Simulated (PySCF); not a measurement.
**Tb(SH)3: other functionals and bases at one geometry**

How far do other levels of theory move the description of Tb(SH)3, and what does each cost? The species was built from a template and needn't be a known compound.

Method: several levels, as the steps say, no spin–orbit coupling; program: PySCF 2.14.0.

1 further run of the same task is left out (for a known fault of the program).

### 1 The system as given

7 atoms, charge 0, spin multiplicity 1.

Bond lengths: Tb1–S2 2.589 Å, Tb1–S4 2.589 Å, Tb1–S6 2.589 Å, S2–H3 1.355 Å, S4–H5 1.355 Å, S6–H7 1.355 Å. Angles: S2–Tb1–S4 120.0°, S2–Tb1–S6 120.0°, S4–Tb1–S6 120.0°, Tb1–S2–H3 94.4°, Tb1–S4–H5 94.4°, Tb1–S6–H7 94.4°.

As a file:

```xyz
7

Tb    0.00000    0.00000    0.89008
S     2.55461    0.41647    0.94793
H     2.87386   -0.90023    0.96109
S    -1.63798    2.00412    0.94793
H    -0.65730    2.93895    0.96109
S    -0.91663   -2.42059    0.94793
H    -2.21655   -2.03872    0.96109
```

Formal oxidation states: Tb +3. Each metal's 8 4f electrons lie in its core potential, so multiplicities, spins and levels count the valence alone. An earlier session relaxed this geometry at PBE0, Tb lcecp-1-SVP with ECP54, S def2-SVP, H def2-SVP (singlet, point group C3).

At PBE0 on the finer grid: E = -1232.226629 Eh, HOMO -7.43 eV, LUMO -2.47 eV, Mulliken charge on Tb1 +0.84 e, largest force component 0.015 eV/Å. 

Levels to run: M06-L; BLYP; PBE0, TZVP. Hardware: 2 threads of Arm Neoverse V2, shared host.

### 2 M06-L

File run.py (the lines that set the calculation):

```python
mol = gto.M(atom='''
Tb     0.00000     0.00000     0.89008
S      2.55461     0.41647     0.94793
H      2.87386    -0.90023     0.96109
S     -1.63798     2.00412     0.94793
H     -0.65730     2.93895     0.96109
S     -0.91663    -2.42059     0.94793
H     -2.21655    -2.03872     0.96109''',
    basis={'Tb': 'lcecp-1-SVP', 'S': 'def2-SVP', 'H': 'def2-SVP'},
    ecp={'Tb': 'lcecp-1-SVP'},
    charge=0, spin=0)
mf = dft.RKS(mol, xc='M06L')
mf.grids.atom_grid = (75, 302)  # f atoms: unpruned, at least (60, 302)
mf = mf.density_fit()  # fitting sets: Tb AutoAux, S def2-universal-JKFIT, H def2-universal-JKFIT
mf.conv_tol = 1e-08; mf.max_cycle = 55
mf.kernel(dm0)  # dm0: the density of the relaxed state
```

The run is started by

```sh
$ OMP_NUM_THREADS=2 python run.py
```

### 3 BLYP

Changes to run.py (the lines that set the calculation) since step 2:

```diff
@@ -11,3 +11,3 @@
     charge=0, spin=0)
-mf = dft.RKS(mol, xc='M06L')
+mf = dft.RKS(mol, xc='BLYP')
 mf.grids.atom_grid = (75, 302)  # f atoms: unpruned, at least (60, 302)
```

### 4 PBE0, TZVP

Basis: Tb lcecp-1-TZVP with ECP54, S def2-TZVP, H def2-TZVP. 

File run.py (the lines that set the calculation):

```python
mol = gto.M(atom='''
Tb     0.00000     0.00000     0.89008
S      2.55461     0.41647     0.94793
H      2.87386    -0.90023     0.96109
S     -1.63798     2.00412     0.94793
H     -0.65730     2.93895     0.96109
S     -0.91663    -2.42059     0.94793
H     -2.21655    -2.03872     0.96109''',
    basis={'Tb': 'lcecp-1-TZVP', 'S': 'def2-TZVP', 'H': 'def2-TZVP'},
    ecp={'Tb': 'lcecp-1-TZVP'},
    charge=0, spin=0)
mf = dft.RKS(mol, xc='PBE0')
mf.grids.atom_grid = (75, 302)  # f atoms: unpruned, at least (60, 302)
mf = mf.density_fit()  # fitting sets: Tb AutoAux, S def2-universal-JKFIT, H def2-universal-JKFIT
mf.conv_tol = 1e-08; mf.max_cycle = 55
mf.kernel(dm0)  # dm0: free metal ions and neutral atoms
```

**Question.** What will these runs give? Wanted: for each run, HOMO; gap; charge on Tb1; dipole; largest force.

As calculated:

| level | state | HOMO (eV) | gap (eV) | charge on Tb1 (e) | dipole (D) | largest force (eV/Å) | basis functions | time |
| --- | --- | --- | --- | --- | --- | --- | --- | --- |
| PBE0 (relaxed here) | singlet | -7.43 | 4.97 | 0.84 | 0.33 | 0.01 | 102 | 16 s |
| M06-L | singlet | -6.40 | 4.18 | 1.05 | 0.34 | 0.22 | 102 | 7.3 s |
| BLYP | singlet | -6.01 | 2.91 | 0.61 | 0.30 | 0.42 | 102 | 5.1 s |
| PBE0, TZVP | singlet | -7.49 | 5.03 | 1.26 | 0.34 | 0.21 | 176 | 14 s |

Times are on 2 threads of Arm Neoverse V2, shared host; the first row also made further properties.

In one basis the HOMO–LUMO gap runs from 2.91 eV (BLYP) to 4.97 eV (PBE0). The largest leftover force, 0.42 eV/Å with BLYP, stands at a geometry relaxed at another level. The Mulliken charge on Tb spans +0.61 to +1.26 e over the levels. With 4f in the core, its levels are missing from HOMO and gap. Total energies of different levels can't be compared. Spin–orbit coupling is left out throughout.
